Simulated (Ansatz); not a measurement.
Predict the output of the script below (the Python package of Ansatz (0.2.0)).

Script `run_drho.py`:
```python
"""Density difference of LaAg against its sublattices."""

import ansatz as az
import numpy as np

VECTORS = np.array([
    [3.76, 0.0, 0.0],
    [0.0, 3.76, 0.0],
    [0.0, 0.0, 3.76],
])
SITES = [
    ("La", (0.5, 0.5, 0.5)),
    ("Ag", (0.0, 0.0, 0.0)),
]


def make_crystal(cell):
    crystal = az.Crystal(lattice=az.Lattice.of(cell))
    for symbol, position in SITES:
        crystal = crystal.atom(symbol, position)
    return crystal

# same cell, cutoff and mesh for the crystal and its parts
def solve(crystal):
    return (
        crystal.calculation()
        .functional("pbesol")
        .occupations("fermi_dirac")
        .basis(460, grid_basis="typed")
        .kpoints(8, 8, 8)
        .density()
        .run(threads=1)
    )


whole = solve(make_crystal(VECTORS))
difference = whole.density().channels[0].density_e_per_ang3.copy()
binding = whole.report["free_energy_ev"]
for element in ["La", "Ag"]:
    part = az.Crystal(lattice=az.Lattice.of(VECTORS))
    for symbol, position in SITES:
        if symbol == element:
            part = part.atom(symbol, position)
    alone = solve(part)
    difference -= alone.density().channels[0].density_e_per_ang3
    binding -= alone.report["free_energy_ev"]
    print(f"{element} sublattice: {alone.report['n_electrons']:g} electrons, {alone.report['n_iterations']} iterations")

voxel = abs(np.linalg.det(VECTORS)) / difference.size
print(f"energy of the crystal less its unpolarised sublattices: {binding / len(SITES):.4f} eV/atom")
print(f"net charge of the difference {difference.sum() * voxel:.5f} e, charge rearranged {0.5 * np.abs(difference).sum() * voxel:.3f} e")
print(f"extremes {difference.min():.4f} and {difference.max():.4f} e/A^3")
for (symbol, position) in SITES:
    index = tuple(int(round(p * n)) % n for p, n in zip(position, difference.shape))
    print(f"  change of the pseudo-density at the grid point nearest {symbol}: {difference[index]:+.4f} e/A^3")
```

```console
$ python run_drho.py
La sublattice: 11 electrons, 6 iterations
Ag sublattice: 19 electrons, 6 iterations
energy of the crystal less its unpolarised sublattices: -1.7401 eV/atom
net charge of the difference 0.00000 e, charge rearranged 0.464 e
extremes -0.1387 and 0.0321 e/A^3
  change of the pseudo-density at the grid point nearest La: +0.0106 e/A^3
  change of the pseudo-density at the grid point nearest Ag: -0.0113 e/A^3
```

Reading the output:
- The mesh is modest for a metal, so energies can be off by several to tens of meV an atom and pressures by half a GPa or more; differences at equal mesh fare better.
- The fields are valence quantities on the plane-wave grid; their values near the nuclei depend on the potentials.
- The structure is a deposited one; some such entries were measured under pressure or heat, so a shift against it needn't be the functional's error alone.
- Charge moved counts every rearrangement, bonding and polarisation too, and is no transfer between atoms; the bare sublattices are artificial references. Values near the nuclei depend on the potentials.
- It ran for 4.2 s on 1 thread of Arm Neoverse V2 (shared host), peak memory 0.4 GiB.
